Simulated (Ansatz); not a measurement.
# C₂H₅BO: one species, many methods

One table from this session's results is given with a row withheld; the runs are named, their logs left out.

Program: Ansatz 0.2.0, Gaussian basis. Level of theory: functionals in def2-TZVPP, the program's frozen cores in correlated methods. These are calculated values, not measurements.

Levels to be run: LDA (SPW92), PBE-D4, revPBE-D4, BLYP-D4, r2SCAN-D4, B97M-V, PBE0-D4, B3LYP-D4, r2SCANh-D4, r2SCAN0-D4, HSE06-D4, BHLYP-D4, CAM-B3LYP-D4, LC-ωPBE, ωB97X-V, ωB97M-V, B2PLYP, PBE-QIDH; CCSD(T)/def2-SVP; CCSD(T)/def2-TZVPP; MP2/def2-QZVPP; extrapolation to the limit; RPA on PBE.

1 further run of the same task is left out (it didn't finish).

### Structure used throughout

An earlier PBE0-D4 in a triple-zeta def2 set relaxation fixed the geometry.

SMILES `B1CCO1`, 9 atoms, charge 0, spin multiplicity 1.

Atoms are counted from 1 here; the program's logs count them from 0.

Bond lengths: B1–C2 1.580 Å, B1–O4 1.364 Å, B1–H5 1.195 Å, C2–C3 1.533 Å, C2–H6 1.091 Å, C2–H7 1.091 Å, C3–O4 1.455 Å, C3–H8 1.092 Å, C3–H9 1.092 Å. Angles: C2–B1–O4 95.4°, C2–B1–H5 139.9°, O4–B1–H5 124.7°, B1–C2–C3 80.2°, B1–C2–H6 117.4°, B1–C2–H7 117.4°, C3–C2–H6 115.4°, C3–C2–H7 115.4°, H6–C2–H7 108.9°, C2–C3–O4 93.7°, C2–C3–H8 116.1°, C2–C3–H9 116.1°, O4–C3–H8 110.0°, O4–C3–H9 110.0°, H8–C3–H9 109.7°, B1–O4–C3 90.7°.

Coordinates:

```mol
C2H5BO
  3D, bonds by distance, orders not assigned

  9  9  0  0  0  0  0  0  0  0999 V2000
   -0.4026    0.3017   -1.0820 B   0  0
    0.5060    0.6170    0.1710 C   0  0
   -0.0986   -0.7196    0.6177 C   0  0
   -0.8848   -0.8785   -0.5962 O   0  0
   -0.6970    0.7728   -2.1395 H   0  0
    0.2363    1.4790    0.7822 H   0  0
    1.5862    0.6141    0.0210 H   0  0
   -0.7576   -0.6813    1.4872 H   0  0
    0.6006   -1.5515    0.7215 H   0  0
  1  2  8  0
  2  3  8  0
  3  4  8  0
  1  5  8  0
  2  6  8  0
  2  7  8  0
  3  8  8  0
  3  9  8  0
  1  4  8  0
M  END
```

Set-up of the first run:

Input file in.yaml:

```yaml
crystal:
  periodic: [false, false, false]
  atoms:
    - {symbol: B, position_ang: [-0.402612, 0.301683, -1.082045]}
    - {symbol: C, position_ang: [0.505963, 0.617021, 0.170982]}
    - {symbol: C, position_ang: [-0.098562, -0.719550, 0.617685]}
    - {symbol: O, position_ang: [-0.884824, -0.878513, -0.596209]}
    - {symbol: H, position_ang: [-0.696999, 0.772817, -2.139496]}
    - {symbol: H, position_ang: [0.236343, 1.479036, 0.782223]}
    - {symbol: H, position_ang: [1.586191, 0.614059, 0.021038]}
    - {symbol: H, position_ang: [-0.757563, -0.681319, 1.487167]}
    - {symbol: H, position_ang: [0.600562, -1.551536, 0.721455]}
basis:
  gaussian: {orbitals: def2-TZVPP}
hamiltonian: {xc: lda}
output: {orbitals: {seedname: orbitals}}
```

Among the steps run: LDA; PBE-D4 (GGA); revPBE-D4 (GGA); BLYP-D4 (GGA); r2SCAN-D4 (meta-GGA); B97M-V (meta-GGA); PBE0-D4 (hybrid); B3LYP-D4 (hybrid); r2SCANh-D4 (hybrid); r2SCAN0-D4 (hybrid); HSE06-D4 (hybrid); BHLYP-D4 (hybrid); CAM-B3LYP-D4 (range-separated); LC-ωPBE (range-separated); ωB97X-V (range-separated); ωB97M-V (range-separated); B2PLYP (double hybrid); PBE-QIDH (double hybrid).

One of the session's tables, all rows but one given; the rest of the session is left out.

It belongs to the step «Frontier levels by functional». 

| functional | HOMO (eV) | gap (eV) |
| --- | --- | --- |
| LDA (SPW92) | -7.06 | 5.70 |
| PBE-D4 | -6.95 | 5.83 |
| revPBE-D4 | -6.90 | 5.88 |
| BLYP-D4 | -6.87 | 5.87 |
| r2SCAN-D4 | -7.21 | 6.48 |
| B97M-V | -7.32 | 6.52 |
| PBE0-D4 | ? | ? |
| B3LYP-D4 | -8.14 | 7.78 |
| r2SCANh-D4 | -7.73 | 7.35 |
| r2SCAN0-D4 | -8.51 | 8.64 |
| HSE06-D4 | -7.93 | 7.45 |
| BHLYP-D4 | -9.68 | 10.57 |
| CAM-B3LYP-D4 | -9.80 | 10.77 |
| LC-ωPBE | -11.17 | 13.38 |
| ωB97X-V | -10.79 | 12.88 |
| ωB97M-V | -10.66 | 12.46 |

Estimate the missing values for PBE0-D4.

**Answer.** HOMO (eV): -8.34; gap (eV): 8.24. In the column «HOMO (eV)» it lies between r2SCAN0-D4 (-8.51) and B3LYP-D4 (-8.14).
